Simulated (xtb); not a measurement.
**[B5H5O]2− ([closo-1-(OH)B5H4]2-): GFN1-xTB**

Wanted: an optimisation with harmonic vibrations of [B5H5O]2− ([closo-1-(OH)B5H4]2-). 

Program for the calculation: xtb 6.7.1.

2 further runs of the same task are left out: 2 set aside as unsound or not needed.

### Step 1. The molecule

The species is [B5H5O]2− (11 atoms), meant as a singlet with charge -2. The coordinates come from a GFN2-xTB relaxation. The run starts from this shape.

Bond lengths: B1–B3 1.639 Å, B2–B3 1.628 Å, B1–B4 1.629 Å, B2–B4 1.641 Å, B3–B5 1.631 Å, B4–B5 1.639 Å, B3–O8 1.636 Å, B1–H6 1.296 Å, B2–H7 1.278 Å, O8–H9 0.957 Å, B4–H10 1.313 Å, B5–H11 1.279 Å. Some angles: B1–B3–B2 70.1°, B1–B3–B5 70.0°, B1–B3–O8 135.6°, B2–B3–B5 70.8°, B2–B3–O8 139.8°, B5–B3–O8 139.4°, B3–B1–B4 96.8°, B3–B2–B4 96.8°, B1–B4–B2 70.0°, B1–B4–B5 70.0°.

### Step 2. An optimisation with harmonic vibrations at GFN1-xTB

start.xyz reads:

```xyz
11

B     -0.05378     0.45744     0.91698
B      0.48420    -1.07939    -0.01394
B      0.55340     0.43546    -0.60549
B     -0.93412    -0.90755     0.79400
B     -0.99642    -0.07240    -0.61449
H      0.12239     1.29964     1.88624
H      1.25800    -2.09075    -0.12366
O      1.55260     1.39080    -1.47983
H      1.70588     2.10183    -0.85855
H     -1.73219    -1.64055     1.53494
H     -1.95996     0.10547    -1.43619
```

Run with:

```sh
$ xtb start.xyz -c -2 -u 0 --gfn 1 --ohess vtight | tee out.txt
```

**Question.** What will come out? Wanted: total energy at the end; HOMO energy; LUMO energy; HOMO–LUMO gap; dispersion energy; lowest harmonic wavenumber; highest harmonic wavenumber; zero-point energy.

Answer, from the run:

At GFN1-xTB:

| quantity | value |
| --- | --- |
| total energy at the end | -14.62204 Eh |
| HOMO energy | 1.46 eV |
| LUMO energy | 5.66 eV |
| HOMO–LUMO gap | 4.20 eV |
| dispersion energy | -9.05 kJ/mol |
| lowest harmonic wavenumber | 96 cm⁻¹ |
| highest harmonic wavenumber | 3702 cm⁻¹ |
| zero-point energy | 160.5 kJ/mol |

At the final geometry: Bond lengths: B1–B3 1.702 Å, B2–B3 1.629 Å, B1–B4 1.663 Å, B2–B4 1.747 Å, B3–B5 1.703 Å, B4–B5 1.662 Å, B3–O8 1.552 Å, B1–H6 1.222 Å, B2–H7 1.221 Å, O8–H9 0.961 Å, B4–H10 1.211 Å, B5–H11 1.222 Å. Some angles: B1–B3–B2 73.4°, B1–B3–B5 71.9°, B1–B3–O8 135.3°, B2–B3–B5 73.4°, B2–B3–O8 139.2°, B5–B3–O8 135.4°, B3–B1–B4 93.9°, B3–B2–B4 93.4°, B1–B4–B2 71.5°, B1–B4–B5 73.9°. All 27 modes are real, so the shape is a minimum at this level. Mulliken charges run from -0.71 on O8 to +0.24 on H9. The HOMO lies at positive energy, 1.46 eV: the electron is unbound at this level or held by a compact basis; values depend on the basis.
